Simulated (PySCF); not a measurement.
# AlIS: the SCF solver's settings

Aim: find out which solver settings change the answer for AlIS.

Method: each script names its method and basis; program: PySCF 2.14.0.

3 further runs of the same task are left out: 1 for a known fault of the program, 2 that didn't finish.

## Step 1: Where the work starts

AlIS: 3 atoms, charge 0, spin multiplicity 1.

Bond lengths: Al1–S2 2.000 Å, Al1–I3 2.427 Å. Angles: S2–Al1–I3 180.0°.

## Step 2: The base run

Input file input.py:

```python
from pyscf import gto, scf, mp

mol = gto.M(
    atom='Al -1.3075 0 -0.119; S -3.2996 0 -0.3004; I 1.1092 0 0.101',
    basis='crenbl',
    ecp={'Al': 'crenbl', 'S': 'crenbl', 'I': 'crenbl'},
    charge=0,
    spin=0,
    verbose=4,
)
mf = scf.RHF(mol)
mf.kernel()
mp.MP2(mf).kernel()
mf.dip_moment()
print('orbital energies (hartree):', mf.mo_energy[..., max(0, mol.nelec[1]-3):mol.nelec[0]+3].round(4))
```

Command:

```bash
$ OMP_NUM_THREADS=1 python input.py
```

The log of this run is left out.

It gives: E(SCF) = -121.370479 Eh, 10 cycles, E(MP2) − E(SCF) = -0.31390 Eh, μ = 4.17 D (of the SCF density).

## Step 3: Level shift 0.3 hartree

Edit 1 changes level shift: none → 0.3 hartree.

Input file input.py:

```python
from pyscf import gto, scf, mp

mol = gto.M(
    atom='Al -1.3075 0 -0.119; S -3.2996 0 -0.3004; I 1.1092 0 0.101',
    basis='crenbl',
    ecp={'Al': 'crenbl', 'S': 'crenbl', 'I': 'crenbl'},
    charge=0,
    spin=0,
    verbose=4,
)
mf = scf.RHF(mol)
mf.level_shift = 0.3
mf.kernel()
mp.MP2(mf).kernel()
mf.dip_moment()
print('orbital energies (hartree):', mf.mo_energy[..., max(0, mol.nelec[1]-3):mol.nelec[0]+3].round(4))
```

Command:

```bash
$ OMP_NUM_THREADS=1 python input.py
```

## Step 4: Convergence threshold 1e-13 hartree

Edit 2 changes convergence threshold: default → 1e-13 hartree.

input.py: that of step 2 with these lines changed.

```diff
@@ -11,2 +11,3 @@
 mf = scf.RHF(mol)
+mf.conv_tol = 1e-13
 mf.kernel()
```

## Step 5: Point-group symmetry on

Edit 3 changes point-group symmetry: off → on.

input.py: that of step 2 with these lines changed.

```diff
@@ -8,2 +8,3 @@
     spin=0,
+    symmetry=True,
     verbose=4,
```

**Question.** What will these runs give? Wanted: for each run, E(SCF); from base; gap; SCF dipole; after the SCF.

The runs gave:

| run | E(SCF) (hartree) | from base (eV) | cycles | gap (eV) | SCF dipole (D) | after the SCF |
| --- | --- | --- | --- | --- | --- | --- |
| base | -121.370479 | 0 | 10 | 9.99 | 4.17 | MP2 correlation -8.542 eV |
| level shift 0.3 hartree | -121.370479 | 0.0000 | 15 | 9.99 | 4.17 | MP2 correlation -8.542 eV |
| convergence threshold 1e-13 hartree | -121.370479 | 0.0000 | 13 | 9.99 | 4.17 | MP2 correlation -8.542 eV |
| point-group symmetry on | -121.370479 | 0.0000 | 10 | 9.99 | 4.17 | MP2 correlation -8.542 eV |

Distance from each run's final energy (log10 hartree) by cycle:

| run | cycle 1 | cycle 2 | cycle 3 | cycle 5 | cycle 8 | cycle 12 |
| --- | --- | --- | --- | --- | --- | --- |
| base | -0.3 | -1.1 | -2.9 | -4.0 | -7.6 | done |
| level shift 0.3 hartree | -0.4 | -1.8 | -2.5 | -3.2 | -4.9 | -7.8 |
| convergence threshold 1e-13 hartree | -0.3 | -1.1 | -2.9 | -4.0 | -7.6 | < -11 |
| point-group symmetry on | -0.3 | -1.1 | -2.9 | -4.0 | -7.6 | done |

In words: The SCF energy stays the same, to the digits that matter, with level shift 0.3 hartree or convergence threshold 1e-13 hartree or point-group symmetry on. The base needs 10 cycles and the run with level shift 0.3 hartree needs 15.
